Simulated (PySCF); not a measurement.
**[Nd(NH3)8]3+: other functionals and bases at one geometry**

One table from this session's results is given with a row withheld; the runs are named, their logs left out.

Computed with PySCF 2.14.0. Level: several levels, as the steps say, no spin–orbit coupling.

2 further runs of the same task are left out: 2 for a known fault of the program. Runs told in other sessions of the task aren't counted.

### Where the work starts

33 atoms, charge 3, spin multiplicity 1.

Bond lengths: Nd1–N2 2.692 Å, Nd1–N6 2.692 Å, Nd1–N10 2.692 Å, Nd1–N14 2.692 Å, Nd1–N18 2.692 Å, Nd1–N22 2.692 Å, Nd1–N26 2.692 Å, Nd1–N30 2.692 Å, N2–H3 1.036 Å, N2–H4 1.035 Å, N2–H5 1.035 Å, N6–H7 1.036 Å, N6–H8 1.035 Å, N6–H9 1.035 Å, N10–H11 1.036 Å, N10–H12 1.035 Å, N10–H13 1.035 Å, N14–H15 1.036 Å and more. Angles: N2–Nd1–N6 72.3°, N2–Nd1–N10 113.1°, N2–Nd1–N14 72.3°, N2–Nd1–N18 79.1°, N2–Nd1–N22 142.7°, N2–Nd1–N26 142.8°, N2–Nd1–N30 79.2°, N6–Nd1–N10 72.3°, N6–Nd1–N14 113.1°, N6–Nd1–N18 79.2°, N6–Nd1–N22 79.1°, N6–Nd1–N26 142.7°, N6–Nd1–N30 142.8°, N10–Nd1–N14 72.3°, N10–Nd1–N18 142.8°, N10–Nd1–N22 79.2°, N10–Nd1–N26 79.1°, N10–Nd1–N30 142.7° and more.

As a file:

```xyz
33

Nd    0.0000    0.0000    0.0007
N     2.2455    0.0560    1.4835
H     2.0951   -0.0112    2.5059
H     2.9206   -0.7063    1.2994
H     2.8243    0.9085    1.3907
N    -0.0560    2.2455    1.4835
H     0.0112    2.0951    2.5059
H     0.7063    2.9206    1.2994
H    -0.9085    2.8243    1.3907
N    -2.2455   -0.0560    1.4835
H    -2.0951    0.0112    2.5059
H    -2.9206    0.7063    1.2994
H    -2.8243   -0.9085    1.3907
N     0.0560   -2.2455    1.4835
H    -0.0112   -2.0951    2.5059
H    -0.7063   -2.9206    1.2994
H     0.9085   -2.8243    1.3907
N     1.5506    1.6250   -1.4830
H     2.5664    1.5674   -1.2950
H     1.4959    1.4651   -2.5047
H     1.3538    2.6371   -1.3968
N    -1.6250    1.5506   -1.4830
H    -1.5674    2.5664   -1.2950
H    -1.4651    1.4959   -2.5047
H    -2.6371    1.3538   -1.3968
N    -1.5506   -1.6250   -1.4830
H    -2.5664   -1.5674   -1.2950
H    -1.4959   -1.4651   -2.5047
H    -1.3538   -2.6371   -1.3968
N     1.6250   -1.5506   -1.4830
H     1.5674   -2.5664   -1.2950
H     1.4651   -1.4959   -2.5047
H     2.6371   -1.3538   -1.3968
```

Formal oxidation states: Nd +3. Each metal's 3 4f electrons lie in its core potential, so multiplicities, spins and levels count the valence alone. An earlier session relaxed this geometry at PBE, Nd lcecp-1-SVP with ECP49, N def2-SVP, H def2-SVP (singlet, point group S8).

At PBE on the finer grid: E = -484.847116 Eh, HOMO -18.29 eV, LUMO -12.01 eV, Mulliken charge on Nd1 +0.54 e, largest force component 0.004 eV/Å. 

Levels to run: M06-L; r2SCAN; CAM-B3LYP; wB97X; PBE, TZVP. Hardware: 8 threads of AMD EPYC 7R43 (Zen 3), shared host.

The first run:

Contents of run.py (the lines that set the calculation):

```python
mol = gto.M(atom='''
Nd     0.00000     0.00000     0.00068
N      2.24553     0.05598     1.48348
H      2.09511    -0.01115     2.50587
H      2.92062    -0.70632     1.29942
H      2.82427     0.90853     1.39068
N     -0.05598     2.24553     1.48348
H      0.01115     2.09511     2.50587
H      0.70632     2.92062     1.29942
H     -0.90853     2.82427     1.39068
N     -2.24553    -0.05598     1.48348
H     -2.09511     0.01115     2.50587
H     -2.92062     0.70632     1.29942
H     -2.82427    -0.90853     1.39068
N      0.05598    -2.24553     1.48348
H     -0.01115    -2.09511     2.50587
H     -0.70632    -2.92062     1.29942
H      0.90853    -2.82427     1.39068
N      1.55057     1.62503    -1.48304
H      2.56642     1.56735    -1.29503
H      1.49591     1.46515    -2.50473
H      1.35382     2.63708    -1.39682
N     -1.62503     1.55057    -1.48304
H     -1.56735     2.56642    -1.29503
H     -1.46515     1.49591    -2.50473
H     -2.63708     1.35382    -1.39682
N     -1.55057    -1.62503    -1.48304
H     -2.56642    -1.56735    -1.29503
H     -1.49591    -1.46515    -2.50473
H     -1.35382    -2.63708    -1.39682
N      1.62503    -1.55057    -1.48304
H      1.56735    -2.56642    -1.29503
H      1.46515    -1.49591    -2.50473
H      2.63708    -1.35382    -1.39682''',
    basis={'Nd': 'lcecp-1-SVP', 'N': 'def2-SVP', 'H': 'def2-SVP'},
    ecp={'Nd': 'lcecp-1-SVP'},
    charge=3, spin=0)
mf = dft.RKS(mol, xc='M06L')
mf.grids.atom_grid = (75, 302)  # f atoms: unpruned, at least (60, 302)
mf = mf.density_fit()  # fitting sets: Nd AutoAux, N def2-universal-JKFIT, H def2-universal-JKFIT
mf.conv_tol = 1e-08; mf.max_cycle = 55
mf.kernel(dm0)  # dm0: the density of the relaxed state
```

The run is started by

```console
$ OMP_NUM_THREADS=8 python run.py
```

Steps of the session up to this table: M06-L; r2SCAN; CAM-B3LYP; wB97X; PBE, TZVP.

One table of the session follows, with a row left open; its other results are not shown here.

```
             level  HOMO (eV)  gap (eV)  charge on Nd1 (e)  largest force component (eV/Å)
PBE (relaxed here)     -18.29      6.28               0.54                            0.00
             M06-L     -18.76      6.98               1.04                            0.40
            r2SCAN          ?         ?                  ?                               ?
         CAM-B3LYP     -21.37     11.34               0.76                            0.36
             wB97X     -22.47     13.41               0.78                            0.38
         PBE, TZVP     -18.39      6.26               1.64                            0.33
```

Estimate the missing values for r2SCAN.

The run gave: HOMO (eV): -18.68; gap (eV): 6.88; charge on Nd1 (e): 0.84; largest force component (eV/Å): 0.31. In the column «HOMO (eV)» it lies between M06-L (-18.76) and PBE, TZVP (-18.39).

In one basis the HOMO–LUMO gap runs from 6.28 eV (PBE) to 13.41 eV (wB97X). The largest leftover force, 0.40 eV/Å with M06-L, stands at a geometry relaxed at another level. With 4f in the core, its levels are missing from HOMO and gap, and its count is fixed, so no charge can pass from the ligands into it. Total energies of different levels can't be compared.
